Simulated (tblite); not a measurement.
# C2H11N3O3Si2: the cost of one run

Programs: tblite 0.8.0 and PySCF 2.14.0, with density-fitted response routines of our own. Each step states its level of theory. These are calculated values for one molecule in the gas phase, unless marked as measured. Atoms are numbered from 0 throughout.

### 1 The starting structure

21 atoms, charge 0, multiplicity 1; geometry from: force field or distance geometry start.

Bonds of the start (Å): C0–C1 1.52, C1–O2 1.25, C1–O3 1.38, O3–Si4 1.71, Si4–O5 1.73, Si4–N6 1.73, N6–Si7 1.74, Si7–N8 1.79, Si7–N9 1.81, C0–H10 1.12, C0–H11 1.09, C0–H12 1.11, Si4–H13 1.49, O5–H14 0.99, N6–H15 1.02, Si7–H16 1.46, N8–H17 1.04, N8–H18 1.05, N9–H19 1.05, N9–H20 1.02.

### 2 Optimising the geometry with GFN2-xTB

Job settings and geometry (Å):

```
{"job": {"kind": "relax", "xc": "GFN2-xTB", "basis": "xTB"}, "charge": 0, "multiplicity": 1}
C      4.269200    -0.012000    -0.052900
C      2.792300     0.291200    -0.250500
O      2.486100     1.454400    -0.578700
O      1.834900    -0.680400    -0.056500
Si     0.190200    -0.262100    -0.278400
O      0.038100     1.373900    -0.805500
N     -0.702700    -0.456000     1.189700
Si    -2.440300    -0.520900     1.068100
N     -3.030700     1.170300     1.079200
N     -2.797300    -1.220000    -0.565000
H      4.541000    -0.810300    -0.796700
H      4.829800     0.896200    -0.279800
H      4.446800    -0.387400     0.975900
H     -0.400800    -1.088900    -1.372400
H      0.212300     1.470100    -1.780200
H     -0.251800    -0.724300     2.062800
H     -3.054100    -1.315300     2.127800
H     -4.058700     1.244600     0.973800
H     -2.548000     1.702000     0.317800
H     -2.642200    -0.454600    -1.260100
H     -3.723000    -1.653600    -0.606700
```

Command:

```console
OMP_NUM_THREADS=1 python probes_run.py task.json out
```

One launch serves the whole session: the jobs run in the order shown.

Q: Estimate the wall time of this first job on 1 thread of Arm Neoverse V1, shared host.

About 3.3 s.
